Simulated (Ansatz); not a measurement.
# ZrWO4: the cost of one run

Program: Ansatz 0.2.0. Level of theory: DFT PBE, scalar-relativistic, plane waves, PAW. These are calculated values, not measurements.

1 further run of the same task is left out (set aside as unsound or not needed).

## 1. The system as given

It takes space group F-43m (No. 216, cubic). The conventional cell has a = 6.547 Å, b = 6.547 Å, c = 6.547 Å, α = 90.00°, β = 90.00°, γ = 90.00°. Zr (site symmetry -43m) is surrounded by 12 O at 2.72 Å and 4 W at 2.84 Å. W (site symmetry -43m) has 12 O at 2.71 Å and 4 Zr at 2.84 Å as nearest neighbours. Around O (site symmetry 3m) lie 6 O at 2.29 to 2.34 Å and 3 W at 2.71 Å and 3 Zr at 2.72 Å.

Coordinates:

```cif
data_structure
_symmetry_space_group_name_H-M 'P 1'
_symmetry_Int_Tables_number 1
_cell_length_a 4.6296
_cell_length_b 4.6296
_cell_length_c 4.6296
_cell_angle_alpha 60.000
_cell_angle_beta 60.000
_cell_angle_gamma 60.000
_cell_volume 70.16
loop_
_atom_site_label
_atom_site_type_symbol
_atom_site_fract_x
_atom_site_fract_y
_atom_site_fract_z
_atom_site_occupancy
Zr1 Zr 0.00000 0.00000 0.00000 1
W1 W 0.75000 0.75000 0.75000 1
O1 O 0.87139 0.37620 0.37620 1
O2 O 0.37620 0.37620 0.37620 1
O3 O 0.37620 0.87139 0.37620 1
O4 O 0.37620 0.37620 0.87139 1
```

A structure generator made this guess: species swapped into a database cell of CeMnNi4 (F-43m, No. 216), with Zr on the Ce sites, W on the Mn sites and O on the Ni sites. Lengths come from tabulated atomic sizes and are only a guess.

## 2. A first look at the guess

input.yaml

```yaml
crystal:
  lattice:
    - [0.0, 3.273613, 3.273613]
    - [3.273613, 0.0, 3.273613]
    - [3.273613, 3.273613, 0.0]
  atoms:
    - { symbol: Zr, position: [0.0, 0.0, 0.0] }
    - { symbol: W, position: [0.75, 0.75, 0.75] }
    - { symbol: O, position: [0.87138599, 0.37620467, 0.37620467] }
    - { symbol: O, position: [0.37620467, 0.37620467, 0.37620467] }
    - { symbol: O, position: [0.37620467, 0.87138599, 0.37620467] }
    - { symbol: O, position: [0.37620467, 0.37620467, 0.87138599] }
basis:
  ecutwfc: 420
kpoints:
  mp_grid: { grid: [4, 4, 4] }
hamiltonian:
  xc: pbe
scf:
  occupations: { method: gaussian, width: 0.1 }
  lower_state_search: "off"
output:
  forces: true
  stress: true
  eigenvalues: true
```

Started as:

```console
$ ansatz run input.yaml --threads 1 --pin off --max-ram 2560MiB --backend cpu --events-out ev --progress --plain --runs-dir out
```

Q: Estimate wall time and peak memory on 1 thread of Intel Xeon 6975P-C (Granite Rapids), shared host.

About 1.1 s, with a peak of 0.38 GiB.
